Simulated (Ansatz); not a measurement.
Relaxation of a periodic cell of 17 atoms, LiSi16 (host Si, host structure diamond, interstitial Li), cell charge +1, to a largest force component of 0.03 eV/Å in at most 60 steps.

Computed with DFT r2SCAN, scalar-relativistic, plane waves, PAW (Ansatz 0.2.0). Settings: cutoff 500 eV, k mesh 2x2x2, gaussian smearing 0.05 eV, no spin polarisation.

```xyz
17
Lattice="0.0000 5.4300 5.4300 5.4300 0.0000 5.4300 5.4300 5.4300 0.0000" Properties=species:S:1:pos:R:3
Si 0.000 0.000 0.000
Si 1.357 1.357 1.357
Si 2.715 2.715 0.000
Si 4.072 4.072 1.357
Si 2.715 0.000 2.715
Si 4.072 1.357 4.072
Si 5.430 2.715 2.715
Si 6.787 4.072 4.072
Si 0.000 2.715 2.715
Si 1.357 4.072 4.072
Si 2.715 5.430 2.715
Si 4.072 6.787 4.072
Si 2.715 2.715 5.430
Si 4.072 4.072 6.787
Si 5.430 5.430 5.430
Si 6.787 6.787 6.787
Li 8.123 2.726 8.183
```

Question: Where does it end, and by what steps?

Answer: It converged. Limits of this set-up: a small cell, in which the defect meets its images, a typed lattice constant that wasn't relaxed here, charged cell in a uniform background, uncorrected. After 2 steps the energy has fallen by 0.122 eV; Si10 moved furthest, 0.05 Å.

```json
{"step": "0", "energy less start (eV)": "0.0000", "largest force component (eV/Å)": "0.659", "accepted": "yes"}
{"step": "1", "energy less start (eV)": "-0.1182", "largest force component (eV/Å)": "0.089", "accepted": "yes"}
{"step": "2", "energy less start (eV)": "-0.1218", "largest force component (eV/Å)": "0.030", "accepted": "yes"}
```

```xyz
17
Lattice="0.0000 5.4300 5.4300 5.4300 0.0000 5.4300 5.4300 5.4300 0.0000" Properties=species:S:1:pos:R:3
Si -0.003 0.001 0.005
Si 1.333 1.334 1.334
Si 2.714 2.715 -0.020
Si 4.095 4.096 1.335
Si 2.715 -0.021 2.716
Si 4.097 1.332 4.099
Si 5.451 2.715 2.716
Si 6.779 4.081 4.082
Si -0.023 2.716 2.716
Si 1.329 4.100 4.101
Si 2.714 5.452 2.717
Si 4.081 6.779 4.083
Si 2.714 2.716 5.454
Si 4.081 4.083 6.779
Si 5.430 5.430 5.430
Si 6.777 6.779 6.779
Li 8.138 2.719 8.157
```

Whether the end is a true minimum wasn't checked by a vibrational analysis.

The run took 64 s on 2 threads of AMD EPYC 7R43 64-Core Processor (Zen 3), on a shared host, peak memory 1.6 GiB.
